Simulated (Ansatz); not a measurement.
# C₃H₈ClGa: basis-set convergence

Aim: see how fast density functionals converge with the basis set for C₃H₈ClGa.

Method: one geometry, several basis sets; program: Ansatz 0.2.0, Gaussian basis.

Levels to be run: PBE0-D4/def2-SVP; ωB97M-V/def2-SVP; PBE0-D4/def2-QZVPP; ωB97M-V/def2-QZVPP; the functionals' def2-TZVPP values are taken from earlier runs.

## 1. Structure used throughout

The geometry comes from an earlier relaxation with PBE0-D4 in a triple-zeta def2 set; it is a stationary point, not always the lowest conformer.

SMILES `C[CH2][Ga]([CH3])[Cl]`, 13 atoms, charge 0, spin multiplicity 1.

Atoms are counted from 1 here; the program's logs count them from 0.

Bond lengths: C1–C2 1.524 Å, C1–H6 1.094 Å, C1–H7 1.093 Å, C1–H8 1.093 Å, C2–Ga3 1.965 Å, C2–H9 1.095 Å, C2–H10 1.095 Å, Ga3–C4 1.957 Å, Ga3–Cl5 2.174 Å, C4–H11 1.092 Å, C4–H12 1.091 Å, C4–H13 1.093 Å. Angles: C2–C1–H6 111.6°, C2–C1–H7 111.9°, C2–C1–H8 111.9°, H6–C1–H7 107.1°, H6–C1–H8 107.1°, H7–C1–H8 107.0°, C1–C2–Ga3 115.3°, C1–C2–H9 111.2°, C1–C2–H10 111.2°, Ga3–C2–H9 106.6°, Ga3–C2–H10 106.6°, H9–C2–H10 105.2°, C2–Ga3–C4 132.1°, C2–Ga3–Cl5 114.0°, C4–Ga3–Cl5 113.9°, Ga3–C4–H11 109.5°, Ga3–C4–H12 112.3°, Ga3–C4–H13 109.4° and more.

## 2. PBE0-D4 in def2-SVP

The input, in.yaml:

```yaml
crystal:
  periodic: [false, false, false]
  atoms:
    - {symbol: C, position_ang: [-1.325321, 1.080786, 0.826671]}
    - {symbol: C, position_ang: [-0.014766, 1.381696, 0.109727]}
    - {symbol: Ga, position_ang: [0.958488, -0.191612, -0.553987]}
    - {symbol: C, position_ang: [0.569451, -2.107715, -0.470374]}
    - {symbol: Cl, position_ang: [2.820033, 0.285854, -1.570201]}
    - {symbol: H, position_ang: [-1.815819, 1.996326, 1.170185]}
    - {symbol: H, position_ang: [-1.172934, 0.448479, 1.705373]}
    - {symbol: H, position_ang: [-2.034386, 0.560263, 0.177487]}
    - {symbol: H, position_ang: [0.677253, 1.926950, 0.760163]}
    - {symbol: H, position_ang: [-0.175576, 2.037546, -0.752394]}
    - {symbol: H, position_ang: [0.542839, -2.519527, -1.481667]}
    - {symbol: H, position_ang: [-0.379844, -2.315569, 0.024884]}
    - {symbol: H, position_ang: [1.370882, -2.618175, 0.068833]}
basis:
  gaussian: {orbitals: def2-SVP}
hamiltonian: {xc: pbe0, dispersion: d4}
output: {orbitals: {seedname: orbitals}}
```

After this run come: ωB97M-V in def2-SVP; PBE0-D4 in def2-QZVPP; ωB97M-V in def2-QZVPP.

Before running them: what should the planned runs give, taken together? Wanted: PBE0-D4: double and triple zeta above quadruple; ωB97M-V: double and triple zeta above quadruple.

**Answer**, as computed:

| quantity | value |
| --- | --- |
| PBE0-D4: double and triple zeta above quadruple | 16.32, 1.74 eV |
| ωB97M-V: double and triple zeta above quadruple | 16.43, 1.68 eV |

What this shows: PBE0-D4 gains 14.58 eV from double to triple zeta, then 1.74 eV more. Total energies overstate the basis error of differences, where much of it tends to cancel.
